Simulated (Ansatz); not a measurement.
Consider a frozen displacement of one atom of ScB2, space group P6/mmm (Ansatz 0.2.0, Python API).

`run_push.py`:
```python
"""Frozen displacement of one atom in ScB2."""

import ansatz as az
import numpy as np

vectors = np.array([
    [3.15, 0.0, 0.0],
    [-1.575, 2.72798, 0.0],
    [0.0, 0.0, 3.52],
])
structure = (
    az.Lattice.of(vectors)
    .atom("Sc", (0.0, 0.0, 0.0))
    .atom("B", (1 / 3, 2 / 3, 0.5))
    .atom("B", (2 / 3, 1 / 3, 0.5))
)

inverse = np.linalg.inv(np.array(structure.lattice.vectors))
home = np.array(structure.sites[1].position)
values = np.linspace(-0.1, 0.1, 5)
energies, pulls = [], []
for shift in values:
    moved = structure.move(1, to=home + shift * inverse[0])
    setup = moved.calculation()
    setup = setup.kpoints(mesh=(8, 8, 7)).functional("r2scan")
    setup = setup.occupations("Fermi-Dirac", width=150 * az.meV)
    setup = setup.scf(tolerance=1e-07)
    setup = setup.forces()
    rep = setup.run().report
    energies.append(rep["free_energy_ev"])
    pulls.append(rep["forces_ev_ang"][1][0])

# the force is minus the slope of the free energy
print("shift (A)   dE (eV)   force along x (eV/A)")
for shift, e, f in zip(values, energies, pulls):
    print(f"{shift:8.3f} {e - energies[2]:10.5f} {f:12.4f}")
print(f"stiffness from energies {2 * np.polyfit(values, energies, 2)[0]:.3f}, from forces {-np.polyfit(values, pulls, 1)[0]:.3f} eV/A^2")
```

How stiff is this displacement, and do energies and forces agree?

The curvature of the energy gives 14.263 eV/Å² and the slope of the force 14.337 eV/Å², a positive curvature.

The output:

```console
$ python run_push.py
DeckWarning: basis.ecutwfc = 500 eV, auto-derived from the records' recommended cutoffs: set by Sc (their level for a meta-GGA)
shift (A)   dE (eV)   force along x (eV/A)
  -0.100    0.07128       1.4373
  -0.050    0.01775       0.7097
   0.000    0.00000       0.0000
   0.050    0.01775      -0.7097
   0.100    0.07128      -1.4373
stiffness from energies 14.263, from forces 14.337 eV/A^2
```
(Warnings from the package without file and line.)

Reading the output:
- The mesh is modest for a metal, so energies can be off by several to tens of meV an atom and pressures by half a GPa or more; differences at equal mesh fare better.
- In a metal a curvature from energy changes of a few meV or less hangs on mesh and smearing, in size and even in sign.
- The starting cell is as deposited in a crystallographic database; the results hold for this polymorph, which needn't be the stable one.
- All periodic images of the atom move with it, so the curvature is one diagonal element of the zone-centre force constants and no normal mode; a positive value doesn't exclude soft modes in which several atoms move.
- Run time: 47 s on 1 thread of Intel(R) Xeon(R) Platinum 8259CL CPU @ 2.50GHz (Skylake/Cascade Lake), on a shared host, peak memory 0.53 GiB.

(Lines on the test bed's own set-up are left out of the output.)
